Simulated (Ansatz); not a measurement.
MgMnCoO4: equation of state with PBE

Crystal: MgMnCoO4.

```
CELL_PARAMETERS angstrom
2.93100 0.00000 0.00000
0.21411 5.21366 0.00000
0.10987 1.42991 5.03928
ATOMIC_POSITIONS crystal
Co 0.96321 0.57791 0.58703
Mn 0.50693 0.96816 0.96722
Mg 0.47399 0.30015 0.29112
O 0.49359 0.28676 0.67304
O 0.99131 0.14167 0.13123
O 0.02403 0.81669 0.81987
O 0.50997 0.67994 0.28787
```

The cell comes from a database or a generator and needn't be the stable form of this composition.

| Quantity | Value |
| --- | --- |
| Program | Ansatz 0.2.0 |
| Task | equation of state |
| Functional | PBE |
| Potentials or basis | Ansatz PAW |
| Cutoff | 420 eV |
| Density cutoff | 1680 eV |
| k mesh | 9 × 6 × 5 |
| Occupations | fermi-dirac, width 0.05 eV |
| Spin | collinear spin, ferromagnetic start |
| Starting moments | [2.0, 4.0, 0.0, 0.0, 0.0, 0.0, 0.0] μB |

| Quantity | Value |
| --- | --- |
| Equilibrium volume | 10.62 Å³/atom |
| Bulk modulus at fixed shape and positions | 159 GPa |
| Pressure derivative of the bulk modulus | 4.2 |

Energy against volume, from the lowest point:
```
volume (Å³/atom)  energy (meV/atom)
          10.341               3.70
          10.561               0.00
          10.781               1.01
          11.001               6.19
          11.221              15.15
          11.441              27.52
          11.661              42.93
```

All runs of the series together: 6.8 min on 4 threads of Intel(R) Xeon(R) Platinum 8259CL CPU @ 2.50GHz (Skylake/Cascade Lake), on a shared host.

Caveat: the cell was scaled at fixed shape and fractional positions, which overstates the stiffness of a crystal with free parameters, most of all of layers and chains.
